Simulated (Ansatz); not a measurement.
# LiGe2B2: the cost of one run

Program: Ansatz 0.2.0. Level of theory: DFT PBE, scalar-relativistic, plane waves, PAW. These are calculated values, not measurements.

### 1 The structure to begin with

The structure is trigonal, space group P-3m1 (No. 164). The conventional cell has a = 2.715 Å, b = 2.715 Å, c = 7.118 Å, α = 90.00°, β = 90.00°, γ = 120.00°. Around Li (site symmetry -3m) lie 6 C at 2.33 Å and 6 B at 2.37 Å. Around B (site symmetry 3m) lie 3 C at 1.57 Å. C (site symmetry 3m) has 3 B at 1.57 Å as nearest neighbours.

As a file:

```cif
data_structure
_symmetry_space_group_name_H-M 'P 1'
_symmetry_Int_Tables_number 1
_cell_length_a 2.7146
_cell_length_b 2.7146
_cell_length_c 7.1181
_cell_angle_alpha 90.000
_cell_angle_beta 90.000
_cell_angle_gamma 120.000
_cell_volume 45.43
loop_
_atom_site_label
_atom_site_type_symbol
_atom_site_fract_x
_atom_site_fract_y
_atom_site_fract_z
_atom_site_occupancy
Li1 Li 0.00000 0.00000 0.50000 1
B1 B 0.33333 0.66667 0.74981 1
B2 B 0.66667 0.33333 0.25019 1
C1 C 0.33333 0.66667 0.25822 1
C2 C 0.66667 0.33333 0.74178 1
```

The structure comes from the Materials Project (structure only).

### 2 Substitution of an element, cell strained: C → Ge, first probe

What differs from the listed cell: Ge takes all sites of C, and lengths are scaled by 1.118 as a first guess of the size; strain xx, yy, zz, yz, xz, xy = +0.8, +0.8, +0.8, +0.0, +0.0, +0.0 %.

Contents of input.yaml:

```yaml
crystal:
  lattice:
    - [3.0573438927, 0.0, 0.0]
    - [-1.5286719463, 2.6477374792, 0.0]
    - [0.0, 0.0, 8.0166436372]
  atoms:
    - { symbol: Li, position: [0.0, 0.0, 0.5] }
    - { symbol: B, position: [0.33333333, 0.66666667, 0.749813] }
    - { symbol: B, position: [0.66666667, 0.33333333, 0.250187] }
    - { symbol: Ge, position: [0.33333333, 0.66666667, 0.258219] }
    - { symbol: Ge, position: [0.66666667, 0.33333333, 0.741781] }
basis:
  ecutwfc: 420
kpoints:
  mp_grid: { grid: [6, 6, 2] }
hamiltonian:
  xc: pbe
scf:
  occupations: { method: gaussian, width: 0.1 }
output:
  forces: true
  stress: true
  eigenvalues: true
```

On the command line:

```sh
$ ansatz run input.yaml --threads 1 --pin off --max-ram 1331MiB --backend cpu --events-out ev --progress --plain --runs-dir out
```

Q: Estimate wall time and peak memory on 1 thread of an x86-64 CPU, shared host.

About 3.9 s, with a peak of 0.35 GiB.
